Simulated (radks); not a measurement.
**Sb²⁺ in [Kr] 4d8 5s2 5p1 5d2: an all-electron calculation**

Aim: the levels, the sizes of the orbitals and the parts of the energy of the antimony ion Sb2+.

Program: radks (a radial shooting solver on a logarithmic mesh, Libxc functionals) version 1. Level of theory: Dirac Kohn-Sham, PBE, spin-unpolarised, spherical densities, finite nucleus; open shells fill j = l - 1/2 first. These are calculated values, not measurements, unless marked.

## 1. Starting point

```
element            : antimony (Z = 51)
charge             : +2
electrons          : 49
configuration      : [Kr] 4d8 5s2 5p1 5d2
nuclear rms radius : 4.6802 fm
```

## 2. The calculation

Input:

```text
Z 51
configuration [Kr] 4d8 5s2 5p1 5d2
relativity Dirac
functional pbe,pbe
spin unpolarised
j_filling energy
nucleus finite rms 4.6802 fm
c 137.035999084
```

**Question.** What will this run give?

The runs gave:

```
                        quantity                   value
                    total energy     -6478.83850 hartree
exchange-correlation share of it                  2.61 %
                            −T/E                  1.0553
          highest occupied level       5d3/2, -13.095 eV
    most extended occupied level  5d3/2, <r> = 3.15 bohr
 radius at density 0.001 e/bohr³               4.59 bohr
    maxima of the radial density                       4
```

What this shows: The radial density shows 4 maxima for 5 occupied principal shells; where shells overlap, one shows as a shoulder or not at all. −T/E is 1.055: with relativity the kinetic term as defined here no longer equals −E. This is not the tabulated ground configuration, so its levels and sizes aren't those of the ground state, and no measured value stands beside it.
